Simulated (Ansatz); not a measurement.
Task: a geometry optimisation of CH₆GeOSe, SMILES C[O][GeH2][SeH], with the Python package of Ansatz (0.2.0). Give the script and its output. Use: Hartree-Fock, def2-SVP basis, multiplicity 1.

```
atom    x (Å)    y (Å)    z (Å)
   C  -0.4357   1.3197   0.1643
   O  -1.2482   0.1900   0.0137
  Ge  -0.1856  -1.2083   0.2938
  Se   1.0842  -1.7314  -1.6752
   H  -0.0815   1.4571   1.1680
   H   0.3381   1.4181  -0.5968
   H  -1.1170   2.2389  -0.0303
   H  -0.9665  -2.4152   0.7272
   H   0.8645  -0.8746   1.4802
   H   1.8307  -0.4453  -1.5419
```

The script, `run_opt.py`:
```python
"""Relax the CH6GeOSe molecule."""

import ansatz as az
import numpy as np

GEOMETRY = """
C    -0.43570    1.31970    0.16430
O    -1.24820    0.19000    0.01370
Ge   -0.18560   -1.20830    0.29380
Se    1.08420   -1.73140   -1.67520
H    -0.08150    1.45710    1.16800
H     0.33810    1.41810   -0.59680
H    -1.11700    2.23890   -0.03030
H    -0.96650   -2.41520    0.72720
H     0.86450   -0.87460    1.48020
H     1.83070   -0.44530   -1.54190
"""

system = az.Crystal.molecule()
for line in GEOMETRY.strip().splitlines():
    symbol, *xyz = line.split()
    system = system.atom(symbol, [float(v) for v in xyz])

job = system.calculation().basis(gaussian="def2-SVP").functional("HF")
symbols = [site.symbol for site in system.cartesian_sites]
start = np.array([site.position_ang for site in system.cartesian_sites], dtype=float)
def progress(event):
    if event["event"] == "relax_step":
        row = event["data"]
        print(f"step {row['step']:3d}  E = {row['lagrangian_ev']:.6f} eV  max force {row['allowed_force_max_ev_ang']:.4f} eV/A")


summary = job.relax(force_tolerance=0.005, max_steps=100).session().plan().execute(on_event=progress).report
end = np.array(summary["positions_ang"])

for key in ("converged", "free_energy_ev", "reference_energy_ev", "n_frozen", "n_occupied", "n_virtual"):
    print(f"{key:22s} {summary[key]}")

print("bond        before    after (A)")
for i, j in [(0, 1), (0, 4), (0, 5), (0, 6), (1, 2), (2, 3), (2, 7), (2, 8), (3, 9)]:
    d0, d1 = (np.linalg.norm(xyz[i] - xyz[j]) for xyz in (start, end))
    print(f"{symbols[i]}{i}-{symbols[j]}{j}".ljust(10), f"{d0:8.4f} {d1:8.4f}")
with open("ch6geose_opt.xyz", "w") as handle:
    handle.write(f"{len(symbols)}\nrelaxed CH6GeOSe\n")
    handle.writelines(f"{s:2s} {x:11.6f} {y:11.6f} {z:11.6f}\n" for s, (x, y, z) in zip(symbols, end))
```

`python run_opt.py` gives:
```text
step   1  E = -124921.925319 eV  max force 3.2825 eV/A
step   2  E = -124922.353268 eV  max force 0.9144 eV/A
step   3  E = -124922.415153 eV  max force 0.6608 eV/A
step   4  E = -124922.453744 eV  max force 0.4506 eV/A
step   5  E = -124922.480481 eV  max force 0.0971 eV/A
step   6  E = -124922.488825 eV  max force 0.0631 eV/A
step   7  E = -124922.491638 eV  max force 0.0354 eV/A
step   8  E = -124922.491488 eV  max force 0.1225 eV/A
step   9  E = -124922.492226 eV  max force 0.0244 eV/A
step  10  E = -124922.492438 eV  max force 0.0514 eV/A
step  11  E = -124922.492522 eV  max force 0.0506 eV/A
step  12  E = -124922.492777 eV  max force 0.0029 eV/A
step  13  E = -124922.492782 eV  max force 0.0033 eV/A
converged              True
free_energy_ev         -124922.492781987
reference_energy_ev    -124922.492781987
n_frozen               0
n_occupied             [43, 43]
n_virtual              [79, 79]
bond        before    after (A)
C0-O1        1.3997   1.3918
C0-H4        1.0732   1.0955
C0-H5        1.0898   1.0936
C0-H6        1.1606   1.0895
O1-Ge2       1.7784   1.7558
Ge2-Se3      2.4006   2.3687
Ge2-H7       1.5014   1.5210
Ge2-H8       1.6191   1.5308
Se3-H9       1.4930   1.4553
```

`ch6geose_opt.xyz`, as written:
```text
10
relaxed CH6GeOSe
C    -0.561095    1.497952    0.139359
O    -1.050319    0.208977    0.330258
Ge   -0.104860   -1.270552    0.331008
Se    1.051955   -1.585613   -1.711819
H     0.185866    1.768217    0.893701
H    -0.109322    1.618220   -0.849330
H    -1.390624    2.199523    0.221297
H    -1.116012   -2.398033    0.471825
H     0.926482   -1.209218    1.460559
H     2.250929   -0.880472   -1.283859
```

Caveats:
- Total energies depend on the basis set; only differences at equal settings carry meaning.
- The end point is the stationary point reached from this start; no frequency run checks that it is a minimum, and the basis set is modest.
- The whole script took 55 s on 1 thread of Intel(R) Xeon(R) Platinum 8488C (Sapphire Rapids) (shared host), peak memory 0.39 GiB.

(Lines on the test bed's own set-up are left out of the output.)
